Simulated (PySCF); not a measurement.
# C2H9FGa2O2: the cost of one run

Programs: PySCF 2.14.0, with density-fitted response routines of our own. Each step states its level of theory. These are calculated values for one molecule, in the gas phase or a continuum, unless marked as measured. Atoms are numbered from 0 throughout.

### 1 Starting geometry

16 atoms, charge 0, multiplicity 1; geometry from: GFN2-xTB. The atoms were then displaced at random by about 0.01 Å, so the start is not that level's minimum.

Bonds of the start (Å): C0–O1 1.40, O1–Ga2 1.92, Ga2–O3 2.00, O3–C4 1.33, C4–F5 1.42, O3–Ga6 2.01, Ga6–O1 2.01, C0–H7 1.08, C0–H8 1.13, C0–H9 1.08, Ga2–H10 1.53, Ga2–H11 1.56, C4–H12 1.08, C4–H13 1.11, Ga6–H14 1.54, Ga6–H15 1.55.

### 2 Optimising the geometry at PBE0-D3(BJ)/def2-SVP

What the job is given:

```
{"job": {"xc": "PBE0", "basis": "def2-SVP", "d3": "d3bj", "grid": 1, "shake": 0.01, "kind": "geom"}, "charge": 0, "multiplicity": 1}
C     -2.577710    -0.457910     0.228560
O     -1.181750    -0.330320     0.267310
Ga     0.199050    -1.652200     0.433700
O      1.353780    -0.035510     0.206820
C      2.546160     0.537230     0.114690
F      2.296220     1.925110    -0.025890
Ga    -0.100160     1.350170     0.061560
H     -2.978210    -0.633690     1.217570
H     -3.015080     0.519020    -0.118670
H     -2.894060    -1.242750    -0.442040
H      0.296910    -2.533740    -0.812430
H      0.374080    -2.152350     1.899420
H      3.090120     0.251310    -0.774090
H      3.133480     0.442140     1.045980
H     -0.304740     1.826480    -1.383320
H     -0.257150     2.184640     1.359020
```

Launch:

```
OMP_NUM_THREADS=1 python probes_run.py task.json out
```

One launch serves the whole session: the jobs run in the order shown.

**Question.** How long does this first job take on 1 thread of Arm Neoverse N1, shared host, and how much memory does it need?

About 4.1 min, with a peak of 0.88 GiB.
